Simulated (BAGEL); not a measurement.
# Si2H3Cl2 (SMILES Cl[SiH][SiH2]Cl): UHF/6-31G(d) (density fitting with qzvpp-jkfit, spherical functions)

What is the vertical doublet–quartet gap of Si2H3Cl2 at UHF/6-31G* (density fitting with qzvpp-jkfit, spherical functions)? 

The results are computed with BAGEL 1.2.2.

6 further runs of the same task are left out: 5 that didn't finish, 1 set aside as unsound or not needed.

## 1. The molecule

Si2H3Cl2 has 7 atoms, charge 0, and is taken as a doublet. SMILES: `Cl[SiH][SiH2]Cl`. Geometry: relaxed at PBE0-D4/def2-TZVP. This is one conformer, not always the lowest.

Bond lengths: Cl1–Si2 2.062 Å, Si2–Si3 2.336 Å, Si3–Cl4 2.060 Å, Si2–H5 1.490 Å, Si3–H6 1.485 Å, Si3–H7 1.482 Å. Angles: Cl1–Si2–Si3 109.1°, Si2–Si3–Cl4 106.7°, Cl1–Si2–H5 107.9°, Si3–Si2–H5 113.8°, Si2–Si3–H6 113.3°, Si2–Si3–H7 110.1°, Cl4–Si3–H6 108.2°, Cl4–Si3–H7 108.8°, H6–Si3–H7 109.5°.

## 2. The energy at UHF/6-31G(d) (density fitting with qzvpp-jkfit, spherical functions)

Input file job.json:

```json
{ "bagel" : [

{
  "title" : "molecule",
  "basis" : "6-31gs.json",
  "df_basis" : "qzvpp-jkfit",
  "angstrom" : true,
  "geometry" : [
    { "atom" : "Cl", "xyz" : [       1.207900,       0.835500,      -2.379100 ] },
    { "atom" : "Si", "xyz" : [       0.658900,       1.167400,      -0.419000 ] },
    { "atom" : "Si", "xyz" : [      -0.196500,      -0.811400,       0.480700 ] },
    { "atom" : "Cl", "xyz" : [      -0.796700,      -0.378300,       2.403100 ] },
    { "atom" : "H", "xyz" : [      -0.305200,       2.302800,      -0.399800 ] },
    { "atom" : "H", "xyz" : [      -1.369800,      -1.336900,      -0.263300 ] },
    { "atom" : "H", "xyz" : [       0.862700,      -1.847200,       0.531800 ] }
  ]
},

{ "title" : "uhf", "charge" : 0, "nopen" : 1 },

{ "title" : "print", "file" : "orbitals.molden", "orbitals" : true }

]}
```

The basis set 6-31G* is read from a file made from the Basis Set Exchange's data (not shown).

The run is started by

```
$ BAGEL_NUM_THREADS=1 BAGEL job.json > job.out
```

Output:

```text
* using 1 threads per process

  ===============================================================
  ===============================================================

  *** Geometry ***

  { "atom" : "Cl", "xyz" : [      2.282600,      1.578866,     -4.495847 ] },
  { "atom" : "Si", "xyz" : [      1.245141,      2.206066,     -0.791795 ] },
  { "atom" : "Si", "xyz" : [     -0.371331,     -1.533324,      0.908391 ] },
  { "atom" : "Cl", "xyz" : [     -1.505545,     -0.714883,      4.541201 ] },
  { "atom" : "H", "xyz" : [     -0.576744,      4.351661,     -0.755513 ] },
  { "atom" : "H", "xyz" : [     -2.588547,     -2.526375,     -0.497565 ] },
  { "atom" : "H", "xyz" : [      1.630267,     -3.490702,      1.004956 ] },

  Number of auxiliary basis functions:      566

  Since a DF basis is specified, we compute 2- and 3-index integrals:
    o Being stored without compression. Storage requirement is 0.028 GB

  Number of basis functions:       78
  Number of electrons      :       65

    * METHOD: MOLECULE                             0.35

  *** Open-shell HF ***

  === Nuclear Repulsion ===
   304.6101169918

      * DIIS with orbital gradients will be used.

  === UHF iteration (6-31gs.json) ===
      0      -1498.49713782          0.01828524           0.20
      1      -1498.58125214          0.00755700           0.20
      2      -1498.59461462          0.00303655           0.20
      3      -1498.59700982          0.00083663           0.20
      4      -1498.59751637          0.00020073           0.20
      5      -1498.59757744          0.00005970           0.20
      6      -1498.59758655          0.00002343           0.20
      7      -1498.59758862          0.00001091           0.20
      8      -1498.59758917          0.00000304           0.20
      9      -1498.59758920          0.00000113           0.20
     10      -1498.59758920          0.00000039           0.20
     11      -1498.59758920          0.00000014           0.20
     12      -1498.59758920          0.00000005           0.20
     13      -1498.59758920          0.00000003           0.20
     14      -1498.59758920          0.00000001           0.20
     15      -1498.59758920          0.00000001           0.20
    * SCF iteration converged.

    * S^2 (UHF) is 0.7556

    * Permanent dipole moment:
           (   -0.020475,     0.052620,    -0.031814) a.u.

    * METHOD: UHF                                  3.37

    * METHOD: PRINT                                0.02

  ===============================================================
```

Run time: 3.9 s. Hardware: 1 thread of Arm Neoverse V1, shared host; peak memory 0.14 GiB.

## 3. The quartet at the same level

Input file job.json:

```json
{ "bagel": [

{
  "title": "molecule",
  "basis": "6-31gs.json",
  "df_basis": "qzvpp-jkfit",
  "angstrom": true,
  "geometry": [
    { "atom": "Cl", "xyz": [       1.207900,       0.835500,      -2.379100 ] },
    { "atom": "Si", "xyz": [       0.658900,       1.167400,      -0.419000 ] },
    { "atom": "Si", "xyz": [      -0.196500,      -0.811400,       0.480700 ] },
    { "atom": "Cl", "xyz": [      -0.796700,      -0.378300,       2.403100 ] },
    { "atom": "H", "xyz": [      -0.305200,       2.302800,      -0.399800 ] },
    { "atom": "H", "xyz": [      -1.369800,      -1.336900,      -0.263300 ] },
    { "atom": "H", "xyz": [       0.862700,      -1.847200,       0.531800 ] }
  ]
},

{
  "title": "uhf",
  "nopen": 3
},

{
  "title": "print",
  "file": "orbitals.molden",
  "orbitals": true
}

]}
```

The basis set 6-31G* is read from a file made from the Basis Set Exchange's data (not shown).

The run is started by

```
$ BAGEL_NUM_THREADS=1 BAGEL job.json > job.out
```

Output:

```text
* using 1 threads per process

  ===============================================================
  ===============================================================

  *** Geometry ***

  { "atom" : "Cl", "xyz" : [      2.282600,      1.578866,     -4.495847 ] },
  { "atom" : "Si", "xyz" : [      1.245141,      2.206066,     -0.791795 ] },
  { "atom" : "Si", "xyz" : [     -0.371331,     -1.533324,      0.908391 ] },
  { "atom" : "Cl", "xyz" : [     -1.505545,     -0.714883,      4.541201 ] },
  { "atom" : "H", "xyz" : [     -0.576744,      4.351661,     -0.755513 ] },
  { "atom" : "H", "xyz" : [     -2.588547,     -2.526375,     -0.497565 ] },
  { "atom" : "H", "xyz" : [      1.630267,     -3.490702,      1.004956 ] },

  Number of auxiliary basis functions:      566

  Since a DF basis is specified, we compute 2- and 3-index integrals:
    o Being stored without compression. Storage requirement is 0.028 GB

  Number of basis functions:       78
  Number of electrons      :       65

    * METHOD: MOLECULE                             0.36

  *** Open-shell HF ***

  === Nuclear Repulsion ===
   304.6101169918

      * DIIS with orbital gradients will be used.

  === UHF iteration (6-31gs.json) ===
      0      -1498.23371268          0.01819724           0.20
      1      -1498.33538458          0.01005670           0.20
      2      -1498.36061767          0.00485398           0.20
      3      -1498.36818949          0.00153995           0.21
      4      -1498.37112925          0.00064283           0.20
      5      -1498.37191134          0.00029873           0.21
      6      -1498.37220293          0.00014657           0.20
      7      -1498.37229236          0.00008317           0.21
      8      -1498.37233800          0.00004318           0.21
      9      -1498.37234799          0.00002751           0.21
     10      -1498.37235290          0.00001767           0.21
     11      -1498.37235510          0.00000996           0.21
     12      -1498.37235589          0.00000572           0.21
     13      -1498.37235605          0.00000324           0.21
     14      -1498.37235611          0.00000210           0.21
     15      -1498.37235613          0.00000129           0.20
     16      -1498.37235614          0.00000069           0.20
     17      -1498.37235614          0.00000041           0.20
     18      -1498.37235614          0.00000019           0.20
     19      -1498.37235614          0.00000010           0.20
     20      -1498.37235614          0.00000007           0.20
     21      -1498.37235614          0.00000005           0.21
     22      -1498.37235614          0.00000003           0.21
     23      -1498.37235614          0.00000002           0.20
     24      -1498.37235614          0.00000001           0.21
     25      -1498.37235614          0.00000001           0.21
    * SCF iteration converged.

    * S^2 (UHF) is 3.7610

    * Permanent dipole moment:
           (    0.171863,     0.124970,    -0.104105) a.u.

    * METHOD: UHF                                  5.55

    * METHOD: PRINT                                0.02

  ===============================================================
```

Wall time 6.3 s (1 thread of Arm Neoverse V1, shared host); peak memory 0.14 GiB.

## 4. Outcome

At UHF/6-31G* (density fitting with qzvpp-jkfit, spherical functions):

| quantity | value |
| --- | --- |
| doublet: total energy | -1498.59759 Eh |
| doublet: dipole moment | 0.16 D |
| doublet: ⟨S²⟩ | 0.756 |
| quartet: total energy | -1498.37236 Eh |
| quartet: dipole moment | 0.60 D |
| quartet: ⟨S²⟩ | 3.761 |
| vertical energy of the quartet above the doublet | 6.129 eV |

**Reading.** At this shape the quartet lies 6.13 eV (591 kJ/mol) above the doublet.
